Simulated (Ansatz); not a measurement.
# AlRu: the cost of one run

Computed with Ansatz 0.2.0 (DFT r2SCAN, scalar-relativistic, plane waves, PAW, unless a step's input says otherwise).

## (1) The structure to begin with

It takes space group Pm-3m (No. 221, cubic). Conventional cell: a = 2.992 Å, b = 2.992 Å, c = 2.992 Å, α = 90.00°, β = 90.00°, γ = 90.00°. Around Al (site symmetry m-3m) lie 8 Ru at 2.59 Å. Around Ru (site symmetry m-3m) lie 8 Al at 2.59 Å.

Coordinates:

```cif
data_structure
_symmetry_space_group_name_H-M 'P 1'
_symmetry_Int_Tables_number 1
_cell_length_a 2.9916
_cell_length_b 2.9916
_cell_length_c 2.9916
_cell_angle_alpha 90.000
_cell_angle_beta 90.000
_cell_angle_gamma 90.000
_cell_volume 26.77
loop_
_atom_site_label
_atom_site_type_symbol
_atom_site_fract_x
_atom_site_fract_y
_atom_site_fract_z
_atom_site_occupancy
Al1 Al 0.00000 0.00000 0.00000 1
Ru1 Ru 0.50000 0.50000 0.50000 1
```

The cell is taken as given, not relaxed at this level.

## (2) Zero of the scan

input.yaml

```yaml
crystal:
  lattice:
    - [2.9916, 0.0, 0.0]
    - [0.0, 2.9916, 0.0]
    - [0.0, 0.0, 2.9916]
  atoms:
    - { symbol: Al, position: [0.0, 0.0, 0.0] }
    - { symbol: Ru, position: [0.5, 0.5, 0.5] }
basis:
  ecutwfc: 500
kpoints:
  mp_grid: { grid: [18, 18, 18] }
hamiltonian:
  xc: r2scan
scf:
  occupations: { method: gaussian, width: 0.15 }
output:
  forces: true
  stress: true
  eigenvalues: true
```

The run is started by

```
$ ansatz run input.yaml --threads 1 --pin off --max-ram 2560MiB --backend cpu --events-out ev --progress --plain --runs-dir out
```

Q: Estimate wall time and peak memory on 1 thread of Intel Xeon 6975P-C (Granite Rapids), shared host.

About 4.3 s, with a peak of 0.47 GiB.
